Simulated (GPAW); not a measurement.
Wanted: an ASE script for a GPAW 26.7.0 run.

| Quantity | Value |
| --- | --- |
| Task | single point |
| Functional | PBE |
| Potentials or basis | GPAW PAW data sets (gpaw-data 1.2.1) |
| Cutoff | 800 eV |
| Basis | pw |
| k mesh | 9 × 9 × 7 |
| Occupations | fermi-dirac, width 0.05 eV |
| Spin | no spin polarisation |
| Maxiter | 150 |

The structure of CaB2 lies in CaB2.xyz:

```xyz
3
Lattice="3.2264302843 0.0000000000 0.0000000000 -1.6132151421 2.7941705897 0.0000000000 0.0000000000 0.0000000000 4.0673920000" Properties=species:S:1:pos:R:3 pbc="T T T"
Ca    -0.0070626559     -0.0009444297     -0.0015781481
B      1.6242011373      0.9236857369      2.0263218183
B      0.0260921417      1.8827344967      2.0655721511
```

The cell comes from a database or a generator and needn't be the stable form of this composition.

The cell isn't the ideal one: atoms moved at random, drawn with an rms of 0.05 Å.

The input as run:

run.py

```python
from ase.dft.bandgap import bandgap
from ase.io import read, write
from ase.units import GPa
from gpaw import GPAW, PW

atoms = read('CaB2.xyz')

calc = GPAW(mode=PW(800),
            xc='PBE',
            kpts={'size': (9, 9, 7), 'gamma': True},
            occupations={'name': 'fermi-dirac', 'width': 0.05},
            nbands=17,
            convergence={'density': 1e-05, 'energy': 1e-05},
            maxiter=150,
            txt='gpaw.txt')
atoms.calc = calc
energy = atoms.get_potential_energy()
forces = atoms.get_forces()
stress = atoms.get_stress()
calc.write('gs.gpw')
write('result.traj', atoms)
print(f'Energy: {energy:.6f} eV')
print('Forces (eV/A):')
print(forces.round(4))
print('Stress (GPa):', (stress / GPa).round(3))
print('Fermi level:', round(calc.get_fermi_level(), 4), 'eV')
print(f'Gap: {bandgap(calc)[0]:.4f} eV, direct: {bandgap(calc, direct=True)[0]:.4f} eV')
```

Potentials or basis: GPAW PAW data sets (gpaw-data 1.2.1), pw.

Run with:

```sh
$ OMP_NUM_THREADS=1 python run.py
```

Results of the run:

```json
{
 "Pressure": "0.0 GPa",
 "Largest force": "0.393 eV/Å",
 "Band gap on the k mesh": "none (metal or under the smearing width)"
}
```

Wall time 2.2 min on 1 thread of Arm Neoverse V2, with other jobs on the host, peak memory 0.41 GiB.
